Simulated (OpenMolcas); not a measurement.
# F⁶⁺: CASSCF terms and fine-structure levels

Wanted: the level scheme of F⁶⁺ from active-space wave functions.

The numbers are computed with OpenMolcas 26.06 (state-averaged CASSCF, spin-orbit coupling by RASSI with atomic mean-field integrals), except any that are marked as measured or tabulated.

### Step 1. Starting point

- Species: F⁶⁺ (fluorine, Z = 9, 3 electrons)
- Basis: ANO-RCC-MB [2s1p], 5 functions
- Scalar Hamiltonian: X2C, point nucleus
- Inactive shells: 1s
- Active space: 1 electron in 4 orbitals (2s 2p)
- Some configurations of this space: 2p, 2s
- Orbitals: optimised for the ground-state spin in each parity, averaged over the low roots

Outer shells as boxes (Hund's rule):

2p
```
2p [↑ ][  ][  ]
```

2s
```
2s [↑ ]
```

The work runs as a chain of OpenMolcas steps in one folder; each step below is one input file. Labels, J, g values, rates, χT and fits are worked out afterwards by a script from the matrices that RASSI stores.

### Step 2. GATEWAY and SEWARD: basis and integrals

a.inp reads:

```
&GATEWAY
Coord
1

F 0.0 0.0 0.0
Basis=ANO-RCC-MB
Group=XYZ
NoMove
AngMom=0.0 0.0 0.0
AMFI
RX2C
&SEWARD
```

Command:

```sh
OMP_NUM_THREADS=1 MOLCAS_MEM=2252 MOLCAS_PROJECT=a pymolcas a.inp > a.log
```

### Step 3. CASSCF: doublets of even parity, 1 root

a.inp reads:

```
&RASSCF
FileOrb=start.orb
Symmetry=1
Spin=2
nActEl=1 0 0
Inactive=1 0
Ras2=1 3
CIRoot=1 1 1
SDav=1
CIMx=300
Iter=120 100
PrWF=0.3
OrbListing=Nothing
MaxOrb=0
Atom
>>> COPY $Project.JobIph JOB001
```

start.orb holds the contracted functions of the basis, ordered by shell, or the orbitals of the step before.

### Step 4. Reference wave functions, doublets of odd parity, 3 roots

a.inp reads:

```
&RASSCF
FileOrb=start.orb
Symmetry=2
Spin=2
nActEl=1 0 0
Inactive=1 0
Ras2=1 3
CIRoot=3 3 1
SDav=3
CIMx=300
Iter=120 100
PrWF=0.3
OrbListing=Nothing
MaxOrb=0
Atom
>>> COPY $Project.JobIph JOB002
```

### Step 5. State interaction with spin-orbit coupling

a.inp reads:

```
&RASSI
NrOfJobIphs=2 1 3
1
1 2 3
IphNames
JOB001
JOB002
EJob
SpinOrbit
DIPRint=1.0
SOCoupling=1000.0
Subsets=2
MEES
Property=10
'ANGMOM' 1 'ANGMOM' 2 'ANGMOM' 3 'MLTPL  1' 1 'MLTPL  1' 2 'MLTPL  1' 3
'AMFI' 1 'AMFI' 2 'AMFI' 3 'MLTPL  2' 6
SOProperty=3
'ANGMOM' 1 'ANGMOM' 2 'ANGMOM' 3
```

(Steps that only read results are left out.)

What does the calculation give? Wanted: lowest level; first excited level; strongest of the lines computed, by gA, at CASSCF energies.

As calculated:

```
                                                  quantity                                               value
                                                    method                                              CASSCF
                                              lowest level            2s ²S_1/2, 100 % of that term, g = 2.002
                               ground level listed by NIST                                               2S1/2
                                       first excited level                            2p ²P°_1/2 at 23.1726 eV
strongest of the lines computed, by gA, at CASSCF energies  2p ²P°_3/2 → 2s ²S_1/2, 53.39 nm, A = 4.59e+09 s⁻¹
```

In words: Only the configurations of the active space and the roots asked for are present. The basis is small and contracted for the neutral atom, so it is rough for this charge. Levels of other configurations are missing from the list.
